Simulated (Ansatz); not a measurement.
Consider vertical spin-state energies of C2H6O2Si, SMILES C=C(O)O[SiH3] (Ansatz 0.2.0, Python API).

`spin_c2h6o2si.py`:
```python
'''Gap between spin states of C2H6O2Si at one geometry.'''

import ansatz as az
from ase import Atoms

config = {
    'basis_set': '6-31G*',
    'functional': 'CAM-B3LYP',
}

atoms = Atoms(['C', 'C', 'O', 'O', 'Si', 'H', 'H', 'H', 'H', 'H', 'H'], positions=[
    (0.0443, -0.327, 1.9963),
    (-0.1988, -0.225, 0.6622),
    (-1.307, -0.8453, 0.0643),
    (0.792, 0.4928, -0.1016),
    (0.5856, 0.6176, -1.7637),
    (-0.6734, -0.7974, 2.6483),
    (0.8775, 0.217, 2.4371),
    (-1.7515, -1.2653, 0.7703),
    (-0.6699, 1.3417, -2.078),
    (1.7205, 1.4402, -2.2313),
    (0.646, -0.7063, -2.3833),
])
c2h6o2si = az.Crystal.molecule_from_ase(atoms)

base = (
    c2h6o2si.calculation()
    .basis(gaussian=config['basis_set'])
    .functional(config['functional'])
)
found = {}
for unpaired in [0, 2, 4]:
    r = base.spin('collinear', total=unpaired).run(threads=1).report
    s = unpaired / 2
    found[unpaired] = r['free_energy_ev']
    print(f'2S+1 = {unpaired + 1}: E = {found[unpaired]:.5f} eV, <S^2> = {abs(r["mean_field"]["state"]["spin_squared"]):.3f} (pure state {s * (s + 1):.2f})')
lowest = min(found, key=found.get)
for unpaired, e in found.items():
    print(f'multiplicity {unpaired + 1}: {(e - found[lowest]):.3f} eV above the lowest')
```

Which spin state is lowest at this geometry, and how far above lie the others?

In order: multiplicity 1 (+0.00 eV), multiplicity 3 (+4.05 eV) and multiplicity 5 (+11.72 eV), all at the one geometry.

What the script printed:

Running `python spin_c2h6o2si.py` prints:
```text
2S+1 = 1: E = -14139.76552 eV, <S^2> = 0.000 (pure state 0.00)
2S+1 = 3: E = -14135.71243 eV, <S^2> = 2.007 (pure state 2.00)
2S+1 = 5: E = -14128.04465 eV, <S^2> = 6.015 (pure state 6.00)
multiplicity 1: 0.000 eV above the lowest
multiplicity 3: 4.053 eV above the lowest
multiplicity 5: 11.721 eV above the lowest
```

Total energies depend on the basis set; only differences at equal settings carry meaning. The geometry is a force-field or estimated start, not a minimum of this method, and the basis set is short of its limit. All parts are taken at fixed geometry, without zero-point energy. Finished in 19 s on 1 thread of Intel(R) Xeon(R) 6975P-C (Granite Rapids), on a shared host, peak memory 0.36 GiB.

(Lines on the test bed's own set-up are left out of the output.)
